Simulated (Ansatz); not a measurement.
A nudged elastic band was laid between two geometries of a periodic cell of 17 atoms, Si₁₆Ge (host Si, host structure diamond, interstitial Ge).

Method: DFT PBEsol, scalar-relativistic, plane waves, PAW in Ansatz 0.2.0. Settings: PAW set soft_1, cutoff 420 eV, k mesh 2x2x2, gaussian smearing 0.05 eV, no spin polarisation.

| Property | Result |
| --- | --- |
| movable images | 5 |
| climbing image | yes |
| spring | 5.0 eV/Å² |
| optimiser | lbfgs |
| start path | IDPP |
| force threshold | 0.03 eV/Å |
| iteration limit | 67 |
| end points | relaxed |

Image 0:

```xyz
17
Lattice="0.0000 5.4300 5.4300 5.4300 0.0000 5.4300 5.4300 5.4300 0.0000" Properties=species:S:1:pos:R:3
Si 0.044 0.044 0.044
Si 1.360 1.358 1.365
Si 2.673 2.673 0.042
Si 4.073 4.073 1.408
Si 2.676 0.039 2.678
Si 4.074 1.406 4.075
Si 5.440 2.706 2.708
Si 6.740 4.072 4.075
Si 0.040 2.675 2.677
Si 1.407 4.073 4.075
Si 2.707 5.439 2.708
Si 4.073 6.739 4.075
Si 2.707 2.707 5.441
Si 4.073 4.073 6.743
Si 5.439 5.438 5.441
Si 6.788 6.788 6.789
Ge 9.505 9.503 9.512
```

Image 6:

```xyz
17
Lattice="0.0000 5.4300 5.4300 5.4300 0.0000 5.4300 5.4300 5.4300 0.0000" Properties=species:S:1:pos:R:3
Si 0.006 0.002 0.000
Si 1.354 1.350 1.349
Si 2.721 2.717 0.049
Si 4.087 4.083 1.348
Si 2.721 0.050 2.715
Si 4.087 1.350 4.082
Si 5.388 2.717 2.715
Si 6.753 4.115 4.114
Si 0.052 2.717 2.715
Si 1.354 4.083 4.081
Si 2.721 5.383 2.715
Si 4.116 6.747 4.114
Si 2.721 2.717 5.381
Si 4.116 4.116 6.745
Si 5.436 5.432 5.430
Si 6.753 6.748 6.746
Ge 8.150 8.146 8.144
```

(1) Which bonds break or form, and what moves?

(2) What energy profile does the band end with?

(3) What is the geometry of the highest image?

The band took 38 iterations and roughly 12 core-minutes.

Results:

(1) Contacts lost: Si1–Ge17. Contacts made: Si16–Ge17. The atom that moves furthest is Ge17, by 2.36 Å.

(2) The run converged. The highest image is number 3 of 0 to 6, 0.33 eV above the ends, which have the same energy within 2 meV. By the program's own check the climbing image is of a kind that is not told: the force calls were inconclusive, a negative curvature could not be distinguished from the path's own, the only one lies far off the path, or fixed occupations may fill a level only in part (lowest curvatures found: 0.06 and 0.29 eV/Å²). Limits of this set-up: coarse k mesh, PAW files made for another functional.

| image | path coordinate (Å) | energy (eV) | Si1–Ge17 (Å) | Si16–Ge17 (Å) |
| --- | --- | --- | --- | --- |
| 0 | 0.00 | 0.00 | 2.42 | 4.70 |
| 1 | 0.58 | 0.11 | 2.47 | 4.24 |
| 2 | 1.15 | 0.30 | 2.63 | 3.75 |
| 3 | 1.73 | 0.33 | 3.10 | 3.10 |
| 4 | 2.31 | 0.30 | 3.75 | 2.63 |
| 5 | 2.89 | 0.11 | 4.24 | 2.47 |
| 6 | 3.46 | 0.00 | 4.70 | 2.42 |

(3) 
```xyz
17
Lattice="0.0000 5.4300 5.4300 5.4300 0.0000 5.4300 5.4300 5.4300 0.0000" Properties=species:S:1:pos:R:3:forces:R:3
Si -0.243 -0.245 -0.244 -0.02 -0.02 -0.02
Si 1.129 1.127 1.126 -0.03 -0.02 -0.02
Si 2.606 2.604 0.128 -0.02 -0.02 0.02
Si 3.997 3.995 1.383 -0.01 -0.01 0.01
Si 2.606 0.130 2.604 -0.01 -0.02 -0.02
Si 3.997 1.382 3.996 0.00 0.01 -0.01
Si 5.409 2.794 2.796 -0.01 0.01 0.00
Si 6.663 4.186 4.186 -0.01 0.02 0.01
Si 0.131 2.604 2.604 -0.01 -0.01 -0.02
Si 1.384 3.994 3.996 0.01 0.00 -0.01
Si 2.796 5.407 2.795 0.01 -0.01 0.01
Si 4.188 6.661 4.186 0.02 -0.01 0.01
Si 2.797 2.794 5.408 0.00 0.01 -0.01
Si 4.188 4.186 6.660 0.01 0.01 0.03
Si 5.665 5.664 5.664 0.03 0.03 0.02
Si 7.036 7.034 7.035 0.02 0.02 0.02
Ge 8.826 8.824 8.826 0.01 0.02 -0.03
```

Time of the run: 12 min on 1 thread of Intel(R) Xeon(R) 6975P-C (Granite Rapids), on a shared host, peak memory 0.96 GiB.
